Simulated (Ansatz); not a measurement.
# Hf2H3: the cost of one run

Program: Ansatz 0.2.0. Level of theory: DFT PBE, scalar-relativistic, plane waves, PAW. These are calculated values, not measurements.

1 further run of the same task is left out (it didn't finish). Runs told in other sessions of the task aren't counted.

### 1 Starting point

Symmetry: R32, No. 155, trigonal system. The conventional cell has a = 5.409 Å, b = 5.409 Å, c = 6.512 Å, α = 90.00°, β = 90.00°, γ = 120.00°. Hf (site symmetry 3) is surrounded by 6 H at 2.12 to 2.14 Å. H (site symmetry 2) has 4 Hf at 2.12 to 2.14 Å in its first shell of neighbours.

As a file:

```
Hf H
1.0
     2.70442    1.56140    2.17068
    -2.70442    1.56140    2.17068
     0.00000   -3.12280    2.17068
Hf H
2 3
Cartesian
  0.0000 0.0000 1.6280
  0.0000 0.0000 4.8840
  0.6761 -1.1710 3.2560
  0.6761 1.1710 3.2560
  -1.3522 0.0000 3.2560
```

A structure generator made this guess: species swapped into a database cell of Ni3Se2 (R32, No. 155), with H on the Ni sites and Hf on the Se sites. Lengths come from tabulated atomic sizes and are only a guess.

### 2 A first look at the guess

Input file input.yaml:

```yaml
crystal:
  lattice:
    - [2.70442044, 1.56139787, 2.17067846]
    - [-2.70442044, 1.56139787, 2.17067846]
    - [0.0, -3.12279574, 2.17067846]
  atoms:
    - { symbol: Hf, position: [0.25, 0.25, 0.25] }
    - { symbol: Hf, position: [0.75, 0.75, 0.75] }
    - { symbol: H, position: [0.5, 0.25, 0.75] }
    - { symbol: H, position: [0.75, 0.5, 0.25] }
    - { symbol: H, position: [0.25, 0.75, 0.5] }
basis:
  ecutwfc: 420
kpoints:
  mp_grid: { grid: [6, 6, 6] }
hamiltonian:
  xc: pbe
scf:
  occupations: { method: gaussian, width: 0.1 }
  lower_state_search: "off"
output:
  forces: true
  stress: true
  eigenvalues: true
```

On the command line:

```
ansatz run input.yaml --threads 1 --pin off --max-ram 2560MiB --backend cpu --events-out ev --progress --plain --runs-dir out
```

Q: Estimate wall time and peak memory on 1 thread of Intel Xeon at 2.50GHz (Skylake/Cascade Lake), shared host.

About 8.9 s, with a peak of 0.38 GiB.
